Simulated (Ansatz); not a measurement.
# SnNH3F2 (SMILES [NH2][SnH]([F])[F]): a chain of runs

We compute a geometry optimisation (singlet SnNH3F2, HF/3-21G), then a geometry optimisation (singlet SnNH3F2, HF/3-21G), then a transition-state search (singlet SnNH3F2, HF/3-21G), then vibrational wavenumbers (singlet SnNH3F2, HF/3-21G), then a single-point energy (singlet SnNH3F2, CCSD(T)/def2-SV(P)) of F2H3NSn. 

The results are computed with Ansatz 0.2.0.

### Step 1. The structure to begin with

The species is SnNH3F2 (7 atoms), meant as a singlet with charge 0. As SMILES, `[NH2][SnH]([F])[F]`. Geometry: relaxed at PBE0-D4/def2-TZVP. This is one conformer, not always the lowest. The run starts from this shape.

Bond lengths: N1–Sn2 1.988 Å, Sn2–F3 1.906 Å, Sn2–F4 1.907 Å, N1–H5 1.011 Å, N1–H6 1.011 Å, Sn2–H7 1.695 Å. Angles: N1–Sn2–F3 104.1°, N1–Sn2–F4 104.0°, F3–Sn2–F4 106.9°, N1–Sn2–H7 126.8°, F3–Sn2–H7 106.8°, F4–Sn2–H7 106.9°, Sn2–N1–H5 115.0°, Sn2–N1–H6 115.0°, H5–N1–H6 109.3°.

### Step 2. A structure relaxation at HF/3-21G (run 1)

File molecule.yaml:

```yaml
crystal:
  periodic: [false, false, false]
  atoms:
    - {symbol: N, position_ang: [-0.867100, 0.938700, 0.041400]}
    - {symbol: Sn, position_ang: [0.471600, -0.530400, -0.019800]}
    - {symbol: F, position_ang: [0.874500, -0.869100, 1.812600]}
    - {symbol: F, position_ang: [-0.517600, -2.031300, -0.655200]}
    - {symbol: H, position_ang: [-0.544100, 1.794100, 0.472900]}
    - {symbol: H, position_ang: [-1.303800, 1.155100, -0.844400]}
    - {symbol: H, position_ang: [1.948000, -0.525100, -0.853200]}
basis:
  gaussian: {orbitals: 3-21G.json}
magnetization: {spin_polarized: false}
hamiltonian: {xc: hf}
relax: {}
```

The basis set 3-21G is read from a file made from the Basis Set Exchange's data (not shown).

Started as:

```sh
$ ansatz run molecule.yaml --threads 1 --pin off --max-ram 2610MiB --events-out events.jsonl --progress --plain --runs-dir runs
```

Standard output:

```text
Warning: RAYON_NUM_THREADS=1 ignored (pool sized by the plan → 1); use --threads N
The last accepted step is kept in runs//last_step.txt (removed where the run ends without a failure and the disk answers)
[... 163 lines left out ...]
Total energy: -170083.93486048 eV, -6250.4693190910 hartree
[... 7 lines left out ...]
Dipole moment:     0.152866     0.757625    -0.280932 e Å
```

Run time: 62 s. Hardware: 1 thread of AMD EPYC 7R43 (Zen 3), shared host; peak memory 0.15 GiB.

Step by step:

```tsv
step	energy from the first frame kept (eV)	largest force (eV/Å)
1	0.0000	1.6884
2	-0.1309	1.8082
3	-0.2482	1.3759
4	-0.2585	1.0858
5	-0.2953	0.1908
6	-0.2964	0.0725
7	-0.2977	0.1866
8	-0.3000	0.0596
9	-0.3012	0.3171
10	-0.3041	0.3434
11	-0.3061	0.5870
12	-0.3271	0.1302
13	-0.3398	0.0821
14	-0.3056	1.4142
15	-0.3456	0.0581
16	-0.3435	0.2323
17	-0.3478	0.0386
18	-0.3494	0.0662
19	-0.3506	0.1570
20	-0.3404	0.8998
21	-0.3513	0.0027
22	-0.3513	0.0389
23	-0.3513	0.0167
24	-0.3513	0.0032
```

After the run. Bond lengths: N1–Sn2 1.957 Å, Sn2–F3 1.883 Å, Sn2–F4 1.883 Å, N1–H5 1.001 Å, N1–H6 1.001 Å, Sn2–H7 1.712 Å. Angles: N1–Sn2–F3 109.5°, N1–Sn2–F4 109.5°, F3–Sn2–F4 99.8°, N1–Sn2–H7 114.1°, F3–Sn2–H7 111.5°, F4–Sn2–H7 111.5°, Sn2–N1–H5 123.8°, Sn2–N1–H6 123.9°, H5–N1–H6 112.3°.

### Step 3. Rotamer: a geometry optimisation at HF/3-21G (run 2)

File molecule.yaml:

```yaml
crystal:
  periodic: [false, false, false]
  atoms:
    - {symbol: "N", position_ang: [-0.867100, 0.938700, 0.041400]}
    - {symbol: Sn, position_ang: [0.471600, -0.530400, -0.019800]}
    - {symbol: F, position_ang: [0.874500, -0.869100, 1.812600]}
    - {symbol: F, position_ang: [-0.517600, -2.031300, -0.655200]}
    - {symbol: H, position_ang: [-1.713888, 0.724900, 0.550783]}
    - {symbol: H, position_ang: [-0.507035, 1.831354, 0.350753]}
    - {symbol: H, position_ang: [1.948000, -0.525100, -0.853200]}
basis:
  gaussian:
    orbitals: 3-21G.json
relax: {}
hamiltonian:
  xc: hf
```

The basis set 3-21G is read from a file made from the Basis Set Exchange's data (not shown).

Started as:

```sh
$ ansatz run molecule.yaml --threads 1 --pin off --max-ram 2610MiB --events-out events.jsonl --progress --plain --runs-dir runs
```

Standard output (excerpt; [...] marks lines left out):

```text
Warning: RAYON_NUM_THREADS=1 ignored (pool sized by the plan → 1); use --threads N
[... 1 set-up line as earlier in the session ...]
[... 69 lines left out ...]
Total energy: -170083.93477407 eV, -6250.4693159155 hartree
[... 7 lines left out ...]
Dipole moment:     0.055763     0.767004    -0.291178 e Å
```

It took 24 s on 1 thread of AMD EPYC 7R43 (Zen 3), shared host; peak memory 0.16 GiB.

Steps, from the record of the run:

```tsv
step	energy from the first frame kept (eV)	largest force (eV/Å)
1	0.0000	1.1421
2	-0.1521	1.9077
3	-0.2530	1.1355
4	-0.2875	0.2803
5	-0.2969	0.0864
6	-0.2989	0.0502
7	-0.3002	0.0093
8	-0.3002	0.0567
9	-0.3003	0.0048
```

After the run. Bond lengths: N1–Sn2 1.957 Å, Sn2–F3 1.883 Å, Sn2–F4 1.883 Å, N1–H5 1.001 Å, N1–H6 1.001 Å, Sn2–H7 1.712 Å. Angles: N1–Sn2–F3 109.5°, N1–Sn2–F4 109.5°, F3–Sn2–F4 99.8°, N1–Sn2–H7 114.1°, F3–Sn2–H7 111.5°, F4–Sn2–H7 111.5°, Sn2–N1–H5 123.9°, Sn2–N1–H6 123.9°, H5–N1–H6 112.3°.

### Step 4. Saddle: a saddle-point search at HF/3-21G (run 3)

File job.yaml:

```yaml
basis:
  gaussian:
    orbitals: 3-21G.json
crystal:
  periodic: [false, false, false]
  atoms:
    - {symbol: N, position_ang: [-0.664031, 1.028106, -0.099994]}
    - {symbol: Sn, position_ang: [0.485780, -0.551650, 0.001174]}
    - {symbol: F, position_ang: [0.510020, -1.200577, 1.768614]}
    - {symbol: F, position_ang: [-0.357825, -1.998451, -0.859416]}
    - {symbol: H, position_ang: [-0.366038, 1.911099, -0.464110]}
    - {symbol: H, position_ang: [-1.617234, 1.045918, 0.205255]}
    - {symbol: H, position_ang: [2.070828, -0.302445, -0.597223]}
hamiltonian:
  xc: hf
saddle:
  max_steps: 80
  final_atoms:
    - {symbol: N, position_ang: [-0.778552, 0.932857, 0.225802]}
    - {symbol: Sn, position_ang: [0.454128, -0.580024, 0.084771]}
    - {symbol: F, position_ang: [0.843332, -1.237535, 1.805720]}
    - {symbol: F, position_ang: [-0.454484, -2.067361, -0.627839]}
    - {symbol: H, position_ang: [-1.657005, 0.894412, 0.704126]}
    - {symbol: H, position_ang: [-0.602556, 1.834111, -0.171616]}
    - {symbol: H, position_ang: [1.883614, -0.237407, -0.793628]}
```

The basis set 3-21G is read from a file made from the Basis Set Exchange's data (not shown).

Started as:

```sh
$ ansatz run job.yaml --threads 1 --pin off --max-ram 2610MiB --events-out events.jsonl --progress --plain --runs-dir runs
```

Standard output:

```text
Warning: RAYON_NUM_THREADS=1 ignored (pool sized by the plan → 1); use --threads N
[... 372 lines left out ...]
Total energy: -170083.87994076 eV, -6250.4673008286 hartree
[... 7 lines left out ...]
Dipole moment:     0.068854     0.664728    -0.363701 e Å
```

It took 2.3 min on 1 thread of AMD EPYC 7R43 (Zen 3), shared host; peak memory 0.16 GiB.

Step by step:

```tsv
step	energy from the first frame kept (eV)	largest force (eV/Å)
1	0.0000	0.6898
2	-0.0591	0.8557
3	-0.0737	1.1107
4	-0.0320	2.5622
5	-0.0849	0.7539
6	-0.0919	0.2086
7	-0.0922	0.0895
8	-0.0917	0.1034
9	-0.0909	0.0793
10	-0.0904	0.1224
11	-0.0897	0.1888
12	-0.0893	0.2385
13	-0.0888	0.3962
14	-0.0893	0.3472
15	-0.0895	0.2894
16	-0.0896	0.2122
17	-0.0899	0.0771
18	-0.0902	0.0501
19	-0.0903	0.0047
```

After the run. Bond lengths: N1–Sn2 1.963 Å, Sn2–F3 1.883 Å, Sn2–F4 1.883 Å, N1–H5 1.001 Å, N1–H6 1.001 Å, Sn2–H7 1.713 Å. Angles: N1–Sn2–F3 107.1°, N1–Sn2–F4 107.1°, F3–Sn2–F4 103.8°, N1–Sn2–H7 119.8°, F3–Sn2–H7 109.0°, F4–Sn2–H7 108.9°, Sn2–N1–H5 123.6°, Sn2–N1–H6 123.6°, H5–N1–H6 112.3°.

### Step 5. Saddle: vibrational wavenumbers at HF/3-21G (run 4)

File run.yaml:

```yaml
basis:
  gaussian:
    orbitals: 3-21G.json
crystal:
  periodic: [false, false, false]
  atoms:
    - {symbol: N, position_ang: [-0.693376, 1.016073, -0.103854]}
    - {symbol: Sn, position_ang: [0.514523, -0.529535, -0.043286]}
    - {symbol: F, position_ang: [0.880257, -0.876299, 1.771514]}
    - {symbol: F, position_ang: [-0.478943, -2.031295, -0.595740]}
    - {symbol: H, position_ang: [-0.693888, 1.746069, 0.581536]}
    - {symbol: H, position_ang: [-1.458050, 1.096823, -0.745205]}
    - {symbol: H, position_ang: [1.990978, -0.489835, -0.910665]}
total_charge: 0
hamiltonian:
  xc: hf
phonons:
  temperatures: {t_min: 100, t_max: 600, t_step: 100}
```

The basis set 3-21G is read from a file made from the Basis Set Exchange's data (not shown).

Started as:

```sh
$ ansatz run run.yaml --threads 1 --pin off --max-ram 2610MiB --events-out events.jsonl --progress --plain --runs-dir runs
```

Standard output:

```text
Warning: RAYON_NUM_THREADS=1 ignored (pool sized by the plan → 1); use --threads N
[... 235 lines left out ...]
WARN: phonons: modes at or below zero, which the zero-point energy, F, S and C_V leave out: 1, the lowest at -140.19 cm⁻¹. A minimum has none, and a first-order saddle one
Total energy: -170083.87984131 eV, -6250.4672971738 hartree
[... 7 lines left out ...]
Dipole moment:     0.068856     0.664726    -0.363699 e Å
Vibrations: -140.19 196.33 209.01 234.80 579.57 689.91 692.31 745.24 758.40 773.51 855.15 1760.43 2126.43 3726.67 3829.96 cm⁻¹, zero-point energy 1.064883 eV
```

Run time: 66 s. Hardware: 1 thread of AMD EPYC 7R43 (Zen 3), shared host; peak memory 0.15 GiB.

### Step 6. Saddle: a single-point energy at CCSD(T)/def2-SV(P) (core potential) (run 5)

File job.yaml:

```yaml
crystal:
  periodic: [false, false, false]
  atoms:
    - symbol: "N"
      position_ang: [-0.693376, 1.016073, -0.103854]
    - symbol: Sn
      position_ang: [0.514523, -0.529535, -0.043286]
    - symbol: F
      position_ang: [0.880257, -0.876299, 1.771514]
    - symbol: F
      position_ang: [-0.478943, -2.031295, -0.595740]
    - symbol: H
      position_ang: [-0.693888, 1.746069, 0.581536]
    - symbol: H
      position_ang: [-1.458050, 1.096823, -0.745205]
    - symbol: H
      position_ang: [1.990978, -0.489835, -0.910665]
basis:
  gaussian:
    orbitals: def2-SV_P_.json
magnetization:
  spin_polarized: false
correlation:
  method: ccsd_t
scf:
  omitted_lower_state_checks: [cluster_reference]
```

The basis set def2-SV(P) is read from a file made from the Basis Set Exchange's data (not shown).

Started as:

```sh
$ ansatz run job.yaml --threads 1 --pin off --max-ram 2610MiB --events-out events.jsonl --progress --plain --runs-dir runs
```

Standard output (excerpt; [...] marks lines left out):

```text
Warning: RAYON_NUM_THREADS=1 ignored (pool sized by the plan → 1); use --threads N
Functional definition: HF
  name "HF"
[...]
830 factors; integrals over basis functions are off by at most 4.2e-4 eV
[...]
mean field -12741.56283241 eV, -468.2437975495 hartree, gradient 1.7e-6 eV, S^2 0.000000; 0 other end points of the search recorded, 0 dependent functions left out
7 core orbitals not correlated: weight in the atoms' cores, before any rotation towards them, 1.000 or more for the frozen orbitals, at most 0.000 for the correlated occupied ones
reference -12741.56283241 eV, -468.2437975495 hartree; 18, 18 occupied and 49, 49 virtual orbitals, 830 factors
second order -17.32572633 eV of doubles, -0.00000000 eV of singles
cycle   1  -17.33478269 eV  change   -9.1e-3 eV  update   1.0e-1
[...]
cycle   9  -17.86020558 eV  change    2.1e-6 eV  update   1.9e-5
perturbative correction -0.31834832 eV, -0.0116990850 hartree
Total energy: -12759.74138631 eV, -468.9118470836 hartree
Checks for a lower state left out: cluster_reference
```

Run time: 7.2 s. Hardware: 1 thread of AMD EPYC 7R43 (Zen 3), shared host; peak memory 0.25 GiB.

### Step 7. Summary of results

| quantity | value |
| --- | --- |
| run 1, HF/3-21G: total energy at the end | -6250.46932 Eh |
| run 1, HF/3-21G: dipole moment | 3.95 D |
| rotamer: total energy at the end | -6250.46932 Eh |
| rotamer: dipole moment | 3.95 D |
| saddle, run 3: total energy at the end | -6250.46730 Eh |
| saddle, run 3: dipole moment | 3.65 D |
| saddle, run 4: total energy | -6250.46730 Eh |
| saddle, run 4: dipole moment | 3.65 D |
| saddle, run 4: largest force on an atom | 0.004 eV/Å |
| saddle, run 4: lowest harmonic wavenumber | 140i cm⁻¹ (imaginary) |
| saddle, run 4: highest harmonic wavenumber | 3830 cm⁻¹ |
| saddle, run 5: total energy | -468.91185 Eh |
| saddle, run 5: correlation energy (7 core orbitals frozen) | -668.0 mEh |
| saddle, run 5: (T) correction | -11.70 mEh |
| saddle, run 5: T1 diagnostic | 0.012 |

**Reading.** The optimisation (run 1, HF/3-21G) took 23 steps and changed the energy by -0.351 eV. Relativity is left out (run 1, HF/3-21G) although the molecule holds a heavy atom. The optimisation (rotamer) took 8 steps and changed the energy by -0.300 eV. Relativity is left out (rotamer) although the molecule holds a heavy atom. Mulliken charges (saddle, run 3) run from -1.13 on N1 to +1.85 on Sn2; they depend strongly on the basis. Relativity is left out (saddle, run 3) although the molecule holds a heavy atom.
